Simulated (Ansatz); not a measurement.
What does this script print? It uses the Ansatz DFT code, driven from Python.

Script `bde.py`:
```python
"""X-H bond energies of BClH4OSSi without relaxation."""

import ansatz


def energy(molecule, charge=0, unpaired=0):
    calc = molecule.calculation().basis(gaussian="def2-SVPD").functional("pbe0")
    if charge:
        calc = calc.charge(charge)
    if unpaired:
        calc = calc.spin("collinear", total=unpaired)
    report = calc.run(threads=1).report
    if report["published_state_doubts"]:
        print("  doubts:", report["published_state_doubts"])
    return report["free_energy_ev"]

def without(molecule, index):
    rest = ansatz.Crystal.molecule()
    for i, site in enumerate(molecule.cartesian_sites):
        if i != index:
            rest = rest.atom(site.symbol, site.position_ang)
    return rest

geometry_ang = [
    ("O", (0.7469, 0.0485, -1.7321)),
    ("Si", (0.8404, -0.8787, -0.3352)),
    ("S", (0.846, 0.378, 1.3981)),
    ("B", (-0.8445, 0.9037, 1.1916)),
    ("Cl", (-1.3306, 2.4174, 0.2392)),
    ("H", (-0.276, 0.2472, -1.8562)),
    ("H", (2.1263, -1.6358, -0.3985)),
    ("H", (-0.2449, -1.8008, -0.2615)),
    ("H", (-1.7751, 0.2742, 1.7376)),
]
system = ansatz.Crystal.molecule()
for symbol, xyz in geometry_ang:
    system = system.atom(symbol, xyz)

whole = energy(system, 0)
hydrogen = energy(ansatz.Crystal.molecule().atom("H", (0, 0, 0)), 0, 1)
print(f"E(molecule) = {whole:.5f} eV, E(H) = {hydrogen:.5f} eV")
for index in [5, 7, 8]:
    radical = energy(without(system, index), 0, 1)
    print(f"H{index}: homolysis {96.485332 * (radical + hydrogen - whole):.1f} kJ/mol")
```

```console
$ python bde.py
E(molecule) = -34001.10031 eV, E(H) = -13.61361 eV
H5: homolysis 491.5 kJ/mol
H7: homolysis 373.0 kJ/mol
H8: homolysis 426.9 kJ/mol
```

Total energies depend on the basis set; only differences at equal settings carry meaning. The geometry is a force-field or estimated start, not a minimum of this method, and the basis set is short of its limit. All parts are taken at fixed geometry, without zero-point energy. Wall time of the script: 60 s on 1 thread of Arm Neoverse V2, with other jobs on the host, peak memory 0.79 GiB.
